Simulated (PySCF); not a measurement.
# SiF3 (trifluorosilyl): levels of theory compared

Aim: a comparison of 3 runs (UPBE/aug-cc-pVDZ, USVWN5/aug-cc-pVDZ, UCCSD(T)/aug-cc-pVDZ) of SiF3 (trifluorosilyl). Input form: a Python script.

The results are computed with PySCF 2.14.0.

2 further runs of the same task are left out: 2 set aside as unsound or not needed.

## 1. The structure to begin with

SiF3 has 4 atoms, charge 0, and is taken as a doublet. As SMILES, `F[Si](F)F`. One bond was lengthened or shortened from a relaxed shape.

Bond lengths: F1–Si2 1.818 Å, Si2–F3 1.581 Å, Si2–F4 1.581 Å. Angles: F1–Si2–F3 107.9°, F1–Si2–F4 107.9°, F3–Si2–F4 107.9°.

## 2. The energy at UPBE/aug-cc-pVDZ (run 1)

job.py

```python
from pyscf import gto, dft

mol = gto.Mole()
mol.atom = 'F 0.944990 -0.615055 1.289313; Si -0.282750 0.213060 0.234280; F -0.994260 -0.892250 -0.644340; F 0.492160 1.186230 -0.741640'
mol.spin = 1
mol.verbose = 4
mol.basis = 'aug-cc-pvdz'
mol.max_memory = 1860
mol.build()

myscf = dft.UKS(mol)
myscf.xc = 'pbe'
myscf.conv_tol = 1e-10
myscf.grids.level = 5
myscf.kernel()
if not myscf.converged:
    myscf = myscf.newton().run(myscf.mo_coeff, myscf.mo_occ)

e_tot = myscf.e_tot
print('E = %.10f Eh' % e_tot)
```

Run with:

```console
$ OMP_NUM_THREADS=1 python job.py
```

Log:

```text
PySCF version 2.14.0

[... 56 lines left out ...]
WARN: HOMO -0.209578108469041 >= LUMO -0.209578108469043
[... 46 lines left out ...]
converged SCF energy = -588.737977261601  <S^2> = 0.75139153  2S+1 = 2.001391
E = -588.7379772616 Eh
```

It took 25 s on 1 thread of Arm Neoverse V1, shared host; peak memory 0.49 GiB.

## 3. The energy at USVWN5/aug-cc-pVDZ (run 2)

start.xyz

```xyz
4
F3Si
F      0.944990    -0.615055     1.289313
Si    -0.282750     0.213060     0.234280
F     -0.994260    -0.892250    -0.644340
F      0.492160     1.186230    -0.741640
```

run.py

```python
from pyscf import gto, dft

mol = gto.M(
    atom='start.xyz',
    spin=1,
    max_memory=1860,
    basis='aug-cc-pvdz',
    verbose=4,
)

mf = dft.UKS(mol, xc='svwn')
mf.conv_tol = 1e-10
mf.grids.level = 5
mf.kernel()
if not mf.converged:
    mf = mf.newton().run(mf.mo_coeff, mf.mo_occ)

e_tot = mf.e_tot
print(f'total energy: {e_tot:.8f} hartree')
```

Run with:

```console
$ OMP_NUM_THREADS=1 python run.py
```

Log:

```text
PySCF version 2.14.0

[... 100 lines left out ...]
converged SCF energy = -586.115918754523  <S^2> = 0.75086746  2S+1 = 2.0008673
total energy: -586.11591875 hartree
```

Wall time 16 s (1 thread of Arm Neoverse V1, shared host); peak memory 0.33 GiB.

## 4. The energy at UCCSD(T)/aug-cc-pVDZ (run 3)

calc.py

```python
from pyscf import gto, cc

mol = gto.M(
    atom='''
F        0.944990      -0.615055       1.289313
Si      -0.282750       0.213060       0.234280
F       -0.994260      -0.892250      -0.644340
F        0.492160       1.186230      -0.741640
''',
    spin=1,
    max_memory=1860,
    basis='aug-cc-pvdz',
    verbose=3,
)

mf = mol.UHF()
mf.conv_tol = 1e-10
mf.kernel()
if not mf.converged:
    mf = mf.newton().run(mf.mo_coeff, mf.mo_occ)

mycc = cc.CCSD(mf, frozen=8)
mycc.kernel()
e_t = mycc.ccsd_t()
e_final = mycc.e_tot + e_t
print(f'total energy: {e_final:.8f} hartree')
```

Run with:

```console
$ OMP_NUM_THREADS=1 python calc.py
```

Log:

```text
converged SCF energy = -587.406901558675  <S^2> = 0.75348737  2S+1 = 2.0034843
E(UCCSD) = -588.1082301394071  E_corr = -0.701328580732357
UCCSD(T) correction = -0.0175476644023962
total energy: -588.12577780 hartree
```

It took 5.2 min on 1 thread of Arm Neoverse V1, shared host; peak memory 2.6 GiB.

## 5. The series

```
run                 level  integration grid  frozen core orbitals  energy (Eh)  dipole moment (D) of the reference  HOMO energy (eV)  LUMO energy (eV)  wall time
  1      UPBE/aug-cc-pVDZ                 5                     –  -588.737977                                1.77             -7.08             -5.17       25 s
  2    USVWN5/aug-cc-pVDZ                 5                     –  -586.115919                                1.78             -7.09             -5.65       16 s
  3  UCCSD(T)/aug-cc-pVDZ                 –                     8  -588.125778                                2.30            -12.28             -0.42    5.2 min
```

## 6. Outcome

```
                                                         quantity          value
                                              run 3: total energy  -588.12578 Eh
                      run 3: dipole moment (Hartree–Fock density)         2.30 D
run 3: HOMO energy (Hartree–Fock orbitals) (highest over α and β)      -12.28 eV
 run 3: LUMO energy (Hartree–Fock orbitals) (lowest over α and β)       -0.42 eV
               run 3: correlation energy (8 core orbitals frozen)     -718.9 mEh
                                            run 3: (T) correction     -17.55 mEh
                         run 3: ⟨S²⟩ of the reference determinant          0.753
                                             run 3: T1 diagnostic          0.017
```

In words: Totals of different functionals can't be ranked against each other. All runs together took 5.8 min, the longest 5.2 min.
